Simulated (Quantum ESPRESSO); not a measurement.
**Ga3P: zone-centre phonons under several settings**

```
Ga P
1.0
     0.00000    3.26427    3.26427
     3.26427    0.00000    3.26427
     3.26427    3.26427    0.00000
Ga P
3 1
Cartesian
  3.2643 3.2643 3.2643
  1.6321 1.6321 1.6321
  4.8964 4.8964 4.8964
  0.0000 0.0000 0.0000
```

The cell was built by a generator and needn't be a form met in nature.

All runs used Quantum ESPRESSO 7.5; potentials PseudoDojo 0.4.1 SR LDA standard; k mesh 5 × 5 × 5; no spin polarisation; cutoff 1088 eV; occupations cold, width 0.2 eV.

```csv
level,geometry,volume (Å³/atom),pressure (GPa),lowest optical mode without the field (cm⁻¹),highest optical mode without the field (cm⁻¹)
LDA,relaxed at 0 GPa,16.60,0.0,104,142
LDA,relaxed at 2 GPa,16.21,2.0,111,150
LDA,relaxed at 5 GPa,?,5.0,?,?
LDA,relaxed at 10 GPa,15.01,10.0,133,178
LDA,relaxed at 15 GPa,14.44,15.0,146,195
```

Problem. What stands in the row left open?

Solution. Volume 15.71 Å³/atom; lowest optical mode without the field 120 cm⁻¹; highest optical mode without the field 161 cm⁻¹.

Caveats: the mesh is thin for the phonons of a metal; the cell is more than 3 GPa from zero pressure, which shifts response properties (some runs); the volume moved by over 15 % at a fixed basis, so the end points are rough (some runs).

For the row left open. Caveat: the k mesh is coarse; the mesh is thin for the phonons of a metal; the cell is more than 3 GPa from zero pressure, which shifts response properties.
